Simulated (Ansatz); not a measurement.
**B₂ClH₃OS: up Jacob's ladder to CCSD(T)**

Aim: compute B₂ClH₃OS with functionals from several rungs and with coupled cluster. The yardstick is the atomisation energy at the CCSD(T) limit.

Computed with Ansatz 0.2.0, Gaussian basis. Level: functionals in def2-TZVPP, the program's frozen cores in correlated methods.

Levels to be run: LDA (SPW92), PBE-D4, revPBE-D4, BLYP-D4, r2SCAN-D4, B97M-V, PBE0-D4, B3LYP-D4, r2SCANh-D4, r2SCAN0-D4, HSE06-D4, BHLYP-D4, CAM-B3LYP-D4, LC-ωPBE, ωB97X-V, ωB97M-V, B2PLYP, PBE-QIDH; CCSD(T)/def2-SVP; CCSD(T)/def2-TZVPP; MP2/def2-QZVPP; extrapolation to the limit; RPA on PBE.

### Step 1. Structure used throughout

An earlier PBE0-D4 in a triple-zeta def2 set relaxation fixed the geometry.

SMILES `BSB(O)Cl`, 8 atoms, charge 0, spin multiplicity 1.

Atoms are counted from 1 here; the program's logs count them from 0.

Bond lengths: B1–S2 1.780 Å, B1–H6 1.187 Å, B1–H7 1.191 Å, S2–B3 1.842 Å, B3–O4 1.346 Å, B3–Cl5 1.747 Å, O4–H8 0.962 Å. Angles: S2–B1–H6 121.5°, S2–B1–H7 115.3°, H6–B1–H7 123.2°, B1–S2–B3 107.6°, S2–B3–O4 118.3°, S2–B3–Cl5 124.3°, O4–B3–Cl5 117.4°, B3–O4–H8 114.1°.

### Step 2. LDA

This LDA is Slater exchange with PW92 correlation.

The input, in.yaml:

```yaml
crystal:
  periodic: [false, false, false]
  atoms:
    - {symbol: B, position_ang: [-0.692378, 0.046878, 1.667940]}
    - {symbol: S, position_ang: [-1.023947, 0.057740, -0.080391]}
    - {symbol: B, position_ang: [0.593690, -0.049385, -0.954877]}
    - {symbol: O, position_ang: [0.593226, -0.057256, -2.300497]}
    - {symbol: Cl, position_ang: [2.142790, -0.141201, -0.151491]}
    - {symbol: H, position_ang: [0.415754, -0.020715, 2.088868]}
    - {symbol: H, position_ang: [-1.653838, 0.111612, 2.368170]}
    - {symbol: H, position_ang: [-0.283197, -0.004775, -2.693522]}
basis:
  gaussian: {orbitals: def2-TZVPP}
hamiltonian: {xc: lda}
output: {orbitals: {seedname: orbitals}}
```

The runs that follow: PBE-D4 (GGA); revPBE-D4 (GGA); BLYP-D4 (GGA); r2SCAN-D4 (meta-GGA); B97M-V (meta-GGA); PBE0-D4 (hybrid); B3LYP-D4 (hybrid); r2SCANh-D4 (hybrid); r2SCAN0-D4 (hybrid); HSE06-D4 (hybrid); BHLYP-D4 (hybrid); CAM-B3LYP-D4 (range-separated); LC-ωPBE (range-separated); ωB97X-V (range-separated); ωB97M-V (range-separated); B2PLYP (double hybrid); PBE-QIDH (double hybrid); CCSD(T) in def2-SVP; CCSD(T) in def2-TZVPP; MP2 in def2-QZVPP; RPA on PBE orbitals.

Before running them: what should the planned runs give, taken together? Wanted: atomisation energy, CCSD(T)/CBS; farthest beyond LDA; mean size of error, GGA; mean size of error, meta-GGA; mean size of error, hybrid; mean size of error, range-separated; mean size of error, double hybrid; gap, smallest and largest; T1 diagnostic.

The runs gave:

| quantity | value |
| --- | --- |
| atomisation energy, CCSD(T)/CBS | 3014.9 kJ/mol |
| functionals within 15.1 kJ/mol (0.5 %) | revPBE-D4, BLYP-D4, B3LYP-D4, r2SCAN0-D4, LC-ωPBE |
| farthest beyond LDA | PBE-D4 (+95.9 kJ/mol) |
| mean size of error, GGA | 38.2 kJ/mol |
| mean size of error, meta-GGA | 56.7 kJ/mol |
| mean size of error, hybrid | 32.9 kJ/mol |
| mean size of error, range-separated | 20.8 kJ/mol |
| mean size of error, double hybrid | 16.9 kJ/mol |
| gap, smallest and largest | 4.55 eV (LDA (SPW92)), 11.72 eV (LC-ωPBE) |
| T1 diagnostic | 0.0139 |
| triples share of the correlation energy | 4.2 % |

In words: The LDA atomisation energy is off by 480.9 kJ/mol (16 %): it overbinds. PBE-D4 is off by +95.9 kJ/mol. Double hybrids carry the basis error of their MP2 part in triple zeta, and no dispersion term here, so their miss is partly the set-up's. Taken by rung, double hybrid functionals do best (16.9 kJ/mol on average) and meta-GGA ones worst beyond LDA (56.7 kJ/mol). The gap between the best rungs is small, so their order is not settled. The reference freezes the cores and leaves out relativity and excitations past (T), so misses under about 15.1 kJ/mol can't be ranked. Hartree-Fock recovers 75 % of the binding; the rest is correlation. CCSD(T) in def2-SVP is off by -144.6 kJ/mol, so the small basis spoils what the method gains. The gap grows from 4.5 to 11.7 eV across the functionals, mostly with the share of exact exchange.
